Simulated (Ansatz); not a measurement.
This script makes a test of the smearing width of Yb3InC, space group Pm-3m with Ansatz's Python interface.

The script, `yb3inc.py`:
```python
"""Smearing width test for Yb3InC."""

import warnings

import ansatz as az
from tabulate import tabulate

warnings.simplefilter("ignore", az.DeckWarning)

cell = (
    az.Lattice.cubic(5.06325)
    .space_group(221)
    .atom("Yb", (0.5, 0.0, 0.5))
    .atom("In", (0.0, 0.0, 0.0))
    .atom("C", (0.5, 0.5, 0.5))
)

base = cell.calculation().kpoints(5).forces().stress()

rows = []
for value in [0.25, 0.15, 0.1, 0.05, 0.025]:
    summary = base.occupations("gaussian", width=value).run(threads=1).report
    rows.append((value, summary["free_energy_ev"] / len(summary["lattice"]["sites"]), summary["n_iterations"], sum(summary["stress_gpa"][i][i] for i in range(3)) / 3, max(abs(f) for row in summary["forces_ev_ang"] for f in row), summary["n_kpoints"]))

print(tabulate(rows, headers=["width (eV)", "F/atom (eV)", "iterations", "P (GPa)", "max component (eV/A)", "k-points"], floatfmt=".4f", tablefmt="simple"))

# differences from the last row
for row in rows[:-1]:
    shift = 1000 * (row[1] - rows[-1][1])
    print(f"{row[0]}: {shift:+.2f} meV/atom" + ("  (within 5 meV)" if abs(shift) < 5 else ""))
```

From its runs, with one value withheld:

| width (eV) | F less the first row (meV/atom) |
| --- | --- |
| 0.025 | 0.00 |
| 0.05 | -1.10 |
| 0.1 | ? |
| 0.15 | -13.45 |
| 0.25 | -38.41 |

What is the missing value at a width of 0.1 eV?

For this scheme F falls about as the square of the width where the density of states is smooth. A straight line through the rows shown, against the width squared, has slope -621.3 meV/eV² and intercept 0.44 meV, which gives -5.77 meV at 0.1 eV. The run gave -5.73 meV, a miss of 0.04 meV.

Semilocal functionals put the nearly full 4f shell of Yb too close to the Fermi level. For a metal this k-point mesh is coarse: on a finer one energies can move by several to tens of meV an atom and pressures by half a GPa or more, differences at one mesh by less. Forces vanish by symmetry here and test nothing. The narrowest width needs the finest mesh, so the last row is no converged reference. Pressure is positive in compression. No functional is typed, so the default, PBE, holds. This cell is a computed structure, which may not be the phase found in nature. Timing: 25 s on 1 thread of Arm Neoverse V1, with other jobs on the host, peak memory 0.47 GiB.
